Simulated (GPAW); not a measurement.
CsSi2:

```
Cs Si
1.0
     6.37157    0.00000    0.00000
    -3.18578    5.51794    0.00000
     0.00000    0.00000    4.47866
Cs Si
1 2
Cartesian
  0.0000 0.0000 0.0000
  3.1858 1.8393 1.1214
  3.1858 1.8393 3.3572
```

The cell was built by a generator and needn't be a form met in nature.

| Item | Value |
| --- | --- |
| Program | GPAW 26.7.0 |
| Task | relaxation of cell and atoms |
| Functional | PBE |
| Potentials or basis | GPAW PAW data sets (gpaw-data 1.2.1) |
| Cutoff | 600 eV |
| Basis | pw |
| k mesh | 5 × 5 × 6 |
| Occupations | fermi-dirac, width 0.05 eV |
| Spin | no spin polarisation |

At the start: pressure -0.5 GPa; volume 52.49 Å³/atom.

Q: Where does the relaxation end?

A: Over 9 steps the energy falls by 13.7 meV/atom and the volume is 51.22 Å³/atom (-2.4 %); space group P-6m2 (No. 187, to 0.05 Å).

The path:
```tsv
step	energy change (eV)	largest force (eV/Å)	pressure (GPa)	volume (Å³)
1	0.0000	0.1662	-0.46	157.46
2	-0.0050	0.0898	-0.47	157.12
3	0.0173	1.5516	0.84	151.50
4	-0.0240	0.2107	-0.36	155.50
5	-0.0319	0.2884	-0.23	154.67
6	-0.0390	0.1758	0.31	152.74
7	-0.0403	0.1294	0.03	153.61
8	-0.0408	0.0535	0.03	153.63
9	-0.0410	0.0032	0.04	153.65
```

Final structure:
```cif
data_structure
_symmetry_space_group_name_H-M 'P 1'
_symmetry_Int_Tables_number 1
_cell_length_a 6.3726
_cell_length_b 6.3726
_cell_length_c 4.3690
_cell_angle_alpha 90.000
_cell_angle_beta 90.000
_cell_angle_gamma 120.000
_cell_volume 153.65
loop_
_atom_site_label
_atom_site_type_symbol
_atom_site_fract_x
_atom_site_fract_y
_atom_site_fract_z
_atom_site_occupancy
Cs1 Cs 0.00000 0.00000 0.00000 1
Si1 Si 0.66667 0.33333 0.25007 1
Si2 Si 0.66667 0.33333 0.74993 1
```

Caveat: later steps reuse the first step's grids.
